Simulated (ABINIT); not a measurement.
Input of an ABINIT 10.8.3 (patched build) run:

run.abi

```
# Datasets
ndtset 3

# Pseudopotentials
pp_dirpath "./"
pseudos "Bi.upf, Te.upf"

# Structure
structure "poscar:POSCAR"
natom 2
chkprim 0
chksymtnons 0
tolsym 1.0e-6

# Plane-wave basis
ecut 39.0

# k points
ngkpt 6 6 6
nshiftk 4
shiftk
     0.5000000000     0.5000000000     0.5000000000
     0.5000000000     0.0000000000     0.0000000000
     0.0000000000     0.5000000000     0.0000000000
     0.0000000000     0.0000000000     0.5000000000
istwfk *1

# Exchange and correlation
ixc 7

# Bands and occupations
occopt 3
tsmear 0.05 eV

# SCF cycle
nstep 80

# Output
iomode 3
prteig 0
prtebands 0

# Dataset 1: ground state
nband1 29
tolvrs1 1.0e-12
prtden1 1
prtwf1 0
kptopt1 1

# Dataset 2: empty bands at fixed density
iscf2 -3
getden2 1
nband2 36
nbdbuf2 4
tolwfr2 1.0e-12
nstep2 120
prtden2 0
kptopt2 1

# Dataset 3: wave functions and velocity matrix elements in the full zone
optdriver3 8
wfk_task3 "wfk_optics_fullbz"
getwfk3 2
nband3 32
kptopt3 1
prtevk3 1
inclvkb3 2
```

POSCAR

```
BiTe
1.0
    0.0000000000      3.3190633125      3.3190633125
    3.3190633125      0.0000000000      3.3190633125
    3.3190633125      3.3190633125      0.0000000000
Bi Te
1 1
Direct
    0.0000000000      0.0000000000      0.0000000000  Bi
    0.5000000000      0.5000000000      0.5000000000  Te
```

optic.abi

```
&FILES
 ddkfile_1 = 'runo_DS3_1_EVK.nc',
 ddkfile_2 = 'runo_DS3_2_EVK.nc',
 ddkfile_3 = 'runo_DS3_3_EVK.nc',
 wfkfile = 'runo_DS3_WFK.nc'
/
&PARAMETERS
 broadening = 0.003675,
 domega = 0.002,
 maxomega = 0.8,
 scissor = 0.000000,
 tolerance = 0.002
/
&COMPUTATIONS
 num_lin_comp = 1,
 lin_comp = 11,
 num_nonlin_comp = 0
/
```

Potentials or basis: PseudoDojo NC SR LDA v0.4 stringent.

Run with:

```console
$ abinit run.abi > log 2>&1
$ optic optic.abi > optic.log 2>&1
```

(1) Estimate the pressure.

Results:

(1) -13.3 GPa.
